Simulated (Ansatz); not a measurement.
# Sc3Fe: magnetic states

One table from this session's results is given with a row withheld; the runs are named, their logs left out.

Computed with Ansatz 0.2.0 (DFT PBE, scalar-relativistic, plane waves, PAW, unless a step's input says otherwise).

### The starting structure

It takes space group Pm-3m (No. 221, cubic). The conventional cell has a = 4.423 Å, b = 4.423 Å, c = 4.423 Å, α = 90.00°, β = 90.00°, γ = 90.00°. Sc (site symmetry 4/mmm) is surrounded by 8 Sc at 3.13 Å and 4 Fe at 3.13 Å. Fe (site symmetry m-3m) has 12 Sc at 3.13 Å as nearest neighbours.

Coordinates:

```cif
data_structure
_symmetry_space_group_name_H-M 'Pm-3m'
_symmetry_Int_Tables_number 221
_cell_length_a 4.4225
_cell_length_b 4.4225
_cell_length_c 4.4225
_cell_angle_alpha 90.000
_cell_angle_beta 90.000
_cell_angle_gamma 90.000
_cell_volume 86.50
loop_
_atom_site_label
_atom_site_type_symbol
_atom_site_symmetry_multiplicity
_atom_site_Wyckoff_symbol
_atom_site_fract_x
_atom_site_fract_y
_atom_site_fract_z
_atom_site_occupancy
Sc1 Sc 3 c 0.00000 0.50000 0.50000 1
Fe1 Fe 1 a 0.00000 0.00000 0.00000 1
```

This is a hypothetical structure, made by putting the elements on a prototype's sites.

The first run:

(A quick probe on a coarse mesh, which set the mesh and smearing, is not shown.)

File input.yaml:

```yaml
crystal:
  lattice:
    - [4.4225005915, 0.0, 0.0]
    - [0.0, 4.4225005915, 0.0]
    - [0.0, 0.0, 4.4225005915]
  atoms:
    - { symbol: Sc, position: [0.0, 0.5, 0.5], spin: -0.42 }
    - { symbol: Sc, position: [0.5, 0.0, 0.5], spin: -0.42 }
    - { symbol: Sc, position: [0.5, 0.5, 0.0], spin: -0.42 }
    - { symbol: Fe, position: [0.0, 0.0, 0.0], spin: 2.88 }
basis:
  ecutwfc: 420
kpoints:
  mp_grid: { grid: [10, 10, 10] }
hamiltonian:
  xc: pbe
scf:
  occupations: { method: gaussian, width: 0.1 }
output:
  forces: true
  stress: true
  eigenvalues: true
  populations: true
  write_density: true
  write_potential: true
  elf: true
  volumetric_format: npy
magnetization:
  spin_polarized: true
relax:
  adjacent_minimum: "off"
  f_tol: 0.01
  max_steps: 80
  cell: { stress_tol: 0.05 }
```

Started as:

```
> ansatz run input.yaml --threads 1 --pin off --max-ram 2560MiB --backend cpu --events-out ev --progress --plain --runs-dir out
```

Among the steps run: Relaxing cell and atoms; Magnetic start: no spin polarisation; Magnetic start: ferromagnetic; Magnetic start: large parallel starting moments; Start: antiferromagnetic, doubled cell, propagation vector (0, 0, 1/2); Magnetic start: antiferromagnetic, doubled cell, propagation vector (0, 1/2, 1/2); Start: antiferromagnetic, doubled cell, propagation vector (1/2, 1/2, 1/2); Magnetic start: small parallel starting moments.

One of the session's tables, all rows but one given; the rest of the session is left out.

It belongs to the step «The magnetic starts in order of energy». 

```
                                                              start  energy above the lowest (meV/atom)  pressure (GPa)
                                                      ferromagnetic                                0.00             0.0
                                    large parallel starting moments                                0.00             0.0
                                    small parallel starting moments                                0.00             0.0
    antiferromagnetic, doubled cell, propagation vector (0, 0, 1/2)                                0.81            -0.2
  antiferromagnetic, doubled cell, propagation vector (0, 1/2, 1/2)                                   ?               ?
antiferromagnetic, doubled cell, propagation vector (1/2, 1/2, 1/2)                                21.7             0.1
                                                            no spin                                87.2            -3.3
```

Q: Estimate the row for antiferromagnetic, doubled cell, propagation vector (0, 1/2, 1/2) from the others.

The run gave: energy above the lowest (meV/atom): 4.23; pressure (GPa): -0.2. In the column «energy above the lowest (meV/atom)» it lies between antiferromagnetic, doubled cell, propagation vector (0, 0, 1/2) (0.81) and antiferromagnetic, doubled cell, propagation vector (1/2, 1/2, 1/2) (21.7).
